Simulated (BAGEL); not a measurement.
# CH6BFP− (SMILES C[BH-](F)P): HF/3-21G (density fitting with qzvpp-jkfit)

Aim: the vertical singlet–triplet gap of CH6BFP− at HF/3-21G (density fitting with qzvpp-jkfit), from 2 runs. 

Program for the calculation: BAGEL 1.2.2.

## Step 1: The system as given

CH6BFP−: 10 atoms, total charge -1, spin state singlet. As SMILES, `C[BH-](F)P`. Geometry: relaxed at GFN2-xTB. This is one conformer, not always the lowest.

Bond lengths: C1–B2 1.635 Å, B2–F3 1.426 Å, B2–P4 2.047 Å, C1–H5 1.093 Å, C1–H6 1.092 Å, C1–H7 1.091 Å, B2–H8 1.213 Å, P4–H9 1.385 Å, P4–H10 1.385 Å. Some angles: C1–B2–F3 110.7°, C1–B2–P4 108.9°, F3–B2–P4 107.2°, C1–B2–H8 113.5°, F3–B2–H8 108.7°, P4–B2–H8 107.6°, B2–C1–H5 111.2°, B2–C1–H6 111.4°, B2–C1–H7 111.8°, B2–P4–H9 95.9°.

## Step 2: The energy at HF/3-21G (density fitting with qzvpp-jkfit)

calc.json

```json
{ "bagel" : [

{
  "title" : "molecule",
  "basis" : "3-21g",
  "df_basis" : "qzvpp-jkfit",
  "angstrom" : true,
  "geometry" : [
    { "atom" : "C", "xyz" : [      -0.321450,       1.296220,       0.205250 ] },
    { "atom" : "B", "xyz" : [      -0.129230,      -0.297960,       0.514880 ] },
    { "atom" : "F", "xyz" : [       0.467240,      -0.493980,       1.794900 ] },
    { "atom" : "P", "xyz" : [       1.145940,      -1.093890,      -0.874400 ] },
    { "atom" : "H", "xyz" : [      -0.999480,       1.759860,       0.925650 ] },
    { "atom" : "H", "xyz" : [      -0.738230,       1.461120,      -0.790340 ] },
    { "atom" : "H", "xyz" : [       0.625120,       1.835740,       0.256900 ] },
    { "atom" : "H", "xyz" : [      -1.164760,      -0.928070,       0.466700 ] },
    { "atom" : "H", "xyz" : [       0.229400,      -1.115690,      -1.912820 ] },
    { "atom" : "H", "xyz" : [       0.885460,      -2.423360,      -0.586720 ] }
  ]
},

{ "title" : "hf", "charge" : -1 },

{ "title" : "print", "file" : "orbitals.molden", "orbitals" : true }

]}
```

Launch:

```
$ BAGEL_NUM_THREADS=1 BAGEL calc.json > calc.out
```

The program printed:

```text
* using 1 threads per process

  ===============================================================
  ===============================================================

  *** Geometry ***

  { "atom" : "C", "xyz" : [     -0.607452,      2.449501,      0.387866 ] },
  { "atom" : "B", "xyz" : [     -0.244209,     -0.563063,      0.972982 ] },
  { "atom" : "F", "xyz" : [      0.882956,     -0.933487,      3.391869 ] },
  { "atom" : "P", "xyz" : [      2.165513,     -2.067153,     -1.652377 ] },
  { "atom" : "H", "xyz" : [     -1.888743,      3.325653,      1.749225 ] },
  { "atom" : "H", "xyz" : [     -1.395053,      2.761117,     -1.493526 ] },
  { "atom" : "H", "xyz" : [      1.181306,      3.469046,      0.485471 ] },
  { "atom" : "H", "xyz" : [     -2.201077,     -1.753798,      0.881935 ] },
  { "atom" : "H", "xyz" : [      0.433503,     -2.108349,     -3.614706 ] },
  { "atom" : "H", "xyz" : [      1.673277,     -4.579487,     -1.108740 ] },

  Number of auxiliary basis functions:      463

  Since a DF basis is specified, we compute 2- and 3-index integrals:
    o Being stored without compression. Storage requirement is 0.010 GB

  Number of basis functions:       52
  Number of electrons      :       41

    * METHOD: MOLECULE                             0.14

  *** RHF ***

  === Nuclear Repulsion ===
   151.9589344684

      * DIIS with orbital gradients will be used.

  === RHF iteration (3-21g) ===
      0       -503.50615302          0.02402495           0.02
      1       -503.62112715          0.01092800           0.02
      2       -503.64474300          0.00169822           0.02
      3       -503.64570336          0.00044693           0.02
      4       -503.64577053          0.00008692           0.02
      5       -503.64577460          0.00002126           0.02
      6       -503.64577487          0.00000701           0.02
      7       -503.64577490          0.00000123           0.02
      8       -503.64577490          0.00000032           0.02
      9       -503.64577490          0.00000011           0.02
     10       -503.64577490          0.00000004           0.02
     11       -503.64577490          0.00000001           0.02
     12       -503.64577490          0.00000000           0.02
    * SCF iteration converged.

    * Permanent dipole moment:
           (    0.199726,    -0.300336,     0.211788) a.u.

    * METHOD: HF                                   0.37

    * METHOD: PRINT                                0.00

  ===============================================================
```

It took 0.68 s on 1 thread of Intel Xeon 6975P-C (Granite Rapids), shared host.

## Step 3: The triplet

input.json

```json
{ "bagel" : [

{
  "title" : "molecule",
  "basis" : "3-21g",
  "df_basis" : "qzvpp-jkfit",
  "angstrom" : true,
  "geometry" : [
    { "atom" : "C", "xyz" : [      -0.321450,       1.296220,       0.205250 ] },
    { "atom" : "B", "xyz" : [      -0.129230,      -0.297960,       0.514880 ] },
    { "atom" : "F", "xyz" : [       0.467240,      -0.493980,       1.794900 ] },
    { "atom" : "P", "xyz" : [       1.145940,      -1.093890,      -0.874400 ] },
    { "atom" : "H", "xyz" : [      -0.999480,       1.759860,       0.925650 ] },
    { "atom" : "H", "xyz" : [      -0.738230,       1.461120,      -0.790340 ] },
    { "atom" : "H", "xyz" : [       0.625120,       1.835740,       0.256900 ] },
    { "atom" : "H", "xyz" : [      -1.164760,      -0.928070,       0.466700 ] },
    { "atom" : "H", "xyz" : [       0.229400,      -1.115690,      -1.912820 ] },
    { "atom" : "H", "xyz" : [       0.885460,      -2.423360,      -0.586720 ] }
  ]
},

{ "title" : "uhf", "charge" : -1, "nopen" : 2 },

{ "title" : "print", "file" : "orbitals.molden", "orbitals" : true }

]}
```

Launch:

```
$ BAGEL_NUM_THREADS=1 BAGEL input.json > input.out
```

The program printed:

```text
* using 1 threads per process

  ===============================================================
  ===============================================================

  *** Geometry ***

  { "atom" : "C", "xyz" : [     -0.607452,      2.449501,      0.387866 ] },
  { "atom" : "B", "xyz" : [     -0.244209,     -0.563063,      0.972982 ] },
  { "atom" : "F", "xyz" : [      0.882956,     -0.933487,      3.391869 ] },
  { "atom" : "P", "xyz" : [      2.165513,     -2.067153,     -1.652377 ] },
  { "atom" : "H", "xyz" : [     -1.888743,      3.325653,      1.749225 ] },
  { "atom" : "H", "xyz" : [     -1.395053,      2.761117,     -1.493526 ] },
  { "atom" : "H", "xyz" : [      1.181306,      3.469046,      0.485471 ] },
  { "atom" : "H", "xyz" : [     -2.201077,     -1.753798,      0.881935 ] },
  { "atom" : "H", "xyz" : [      0.433503,     -2.108349,     -3.614706 ] },
  { "atom" : "H", "xyz" : [      1.673277,     -4.579487,     -1.108740 ] },

  Number of auxiliary basis functions:      463

  Since a DF basis is specified, we compute 2- and 3-index integrals:
    o Being stored without compression. Storage requirement is 0.010 GB

  Number of basis functions:       52
  Number of electrons      :       41

    * METHOD: MOLECULE                             0.11

  *** Open-shell HF ***

  === Nuclear Repulsion ===
   151.9589344684

      * DIIS with orbital gradients will be used.

  === UHF iteration (3-21g) ===
      0       -503.27868346          0.04682863           0.05
      1       -503.39852371          0.02370591           0.05
      2       -503.42343829          0.01311575           0.05
      3       -503.43234255          0.00175316           0.04
      4       -503.43384838          0.00105120           0.04
      5       -503.43444431          0.00072490           0.04
      6       -503.43509202          0.00043758           0.04
      7       -503.43535389          0.00026430           0.04
      8       -503.43547845          0.00004921           0.04
      9       -503.43548218          0.00001932           0.04
     10       -503.43548322          0.00001060           0.04
     11       -503.43548357          0.00000744           0.04
     12       -503.43548374          0.00000604           0.04
     13       -503.43548388          0.00000491           0.04
     14       -503.43548402          0.00000388           0.04
     15       -503.43548418          0.00000243           0.04
     16       -503.43548424          0.00000151           0.04
     17       -503.43548425          0.00000109           0.04
     18       -503.43548425          0.00000078           0.04
     19       -503.43548426          0.00000050           0.04
     20       -503.43548426          0.00000029           0.04
     21       -503.43548426          0.00000018           0.04
     22       -503.43548426          0.00000013           0.08
     23       -503.43548426          0.00000009           0.07
     24       -503.43548426          0.00000008           0.05
     25       -503.43548426          0.00000007           0.05
     26       -503.43548426          0.00000005           0.05
     27       -503.43548426          0.00000004           0.05
     28       -503.43548426          0.00000003           0.05
     29       -503.43548426          0.00000002           0.05
     30       -503.43548426          0.00000001           0.05
    * SCF iteration converged.

    * S^2 (UHF) is 2.0056

    * Permanent dipole moment:
           (   -0.083901,    -0.570672,     0.083451) a.u.

    * METHOD: UHF                                  1.50

    * METHOD: PRINT                                0.00

  ===============================================================
```

Run time: 1.8 s. Hardware: 1 thread of Intel Xeon 6975P-C (Granite Rapids), shared host.

## Step 4: Summary of results

At HF/3-21G (density fitting with qzvpp-jkfit):

```
                                                      quantity          value
                                         singlet: total energy  -503.64577 Eh
                                          singlet: HOMO energy       -3.47 eV
                                          singlet: LUMO energy       10.49 eV
singlet: HOMO–LUMO gap (to an unbound level, set by the basis)       13.95 eV
                                         triplet: total energy  -503.43548 Eh
                                                 triplet: ⟨S²⟩          2.006
              vertical energy of the triplet above the singlet       5.722 eV
```

In words: At this shape the triplet lies 5.72 eV (132 kcal/mol) above the singlet. For an anion a state so high probably lies above electron detachment.
